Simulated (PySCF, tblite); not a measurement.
# C₃H₇F₂Si₂ radical: geometry, infrared bands and EPR parameters

Aim: predict the infrared bands and EPR parameters of C₃H₇F₂Si₂ radical (`C=C[Si@@H]([SiH2])C(F)F`).

Computed with tblite 0.8.0 and PySCF 2.14.0, with density-fitted response routines of our own, on a single molecule in the gas phase. Atoms are numbered from 0 throughout.

### 1 The starting structure

14 atoms, charge 0, multiplicity 2; geometry from: force field or distance geometry start.

Bonds of the start (Å): C0–C1 1.33, C1–Si2 1.86, Si2–Si3 2.29, Si2–C4 1.83, C4–F5 1.37, C4–F6 1.36, C0–H7 1.08, C0–H8 1.09, C1–H9 1.08, Si2–H10 1.50, Si3–H11 1.50, Si3–H12 1.47, C4–H13 1.09.

### 2 Relaxing the molecule with GFN2-xTB

The job: settings as JSON, then the geometry in Å.

```
{"job": {"kind": "relax", "xc": "GFN2-xTB", "basis": "xTB"}, "charge": 0, "multiplicity": 2}
C     -1.917200    -1.520000    -0.625200
C     -0.795600    -0.838800    -0.860300
Si     0.009300     0.357100     0.310200
Si     2.028500    -0.477800     1.011800
C      0.347100     1.995700    -0.440400
F      1.184500     1.861600    -1.511000
F      0.991000     2.802700     0.440900
H     -2.308000    -2.204600    -1.362800
H     -2.493200    -1.414800     0.295100
H     -0.257700    -0.988100    -1.779800
H     -0.897100     0.504100     1.492500
H      1.815000    -1.654900     1.923000
H      2.837400    -0.941900    -0.128700
H     -0.544600     2.519100    -0.792500
```

Launch:

```sh
$ OMP_NUM_THREADS=1 python probes_run.py task.json out
```

The driver reads the jobs from task.json and runs them one after another.

**Question.** This job is followed by: GFN2-xTB harmonic vibrations, gas phase; UKS B3LYP, pcH-1 on C F H Si, non-relativistic, mean-field spin-orbit, GIAO. What will the session give for the following? strongest single infrared mode (GFN2-xTB); zero-point energy (GFN2-xTB); g(iso) (B3LYP); ⟨S²⟩; largest a(iso) (averaged by class); potential on the surface of density 0.002 e/bohr³, 1st and 99th percentile.

**Answer**, as computed:

| quantity | value |
| --- | --- |
| strongest single infrared mode (GFN2-xTB) | 2222 cm⁻¹, 287 km/mol |
| zero-point energy (GFN2-xTB) | 53.7 kcal/mol |
| g(iso) (B3LYP) | 2.00413 |
| ⟨S²⟩ | 0.753 (exact 0.75) |
| largest a(iso) (averaged by class) | 29Si on Si3, -305.5 MHz |
| potential on the surface of density 0.002 e/bohr³, 1st and 99th percentile | -0.94 V and 1.36 V |

**Reading.** Over 83 steps the energy fell by 0.339 eV; of the close pairs, Si2–C4 changed most, 1.834 to 1.943 Å. All 36 modes are real, so the xTB geometry is a minimum. The strongest single mode, at 2222 cm⁻¹, moves mainly H11. GFN2-xTB is a fitted tight-binding method: band positions and strengths are rough. Its intensities can rank the bands wrongly. Si3 carries the largest spin population, 0.98 e. The isotropic g lies 1.8 ppt above the free-electron value. These values are for one conformer; the search (at its own cheap level) found 2 more, at 0.93, 1.03 kcal/mol, and measured spectra average over such forms.
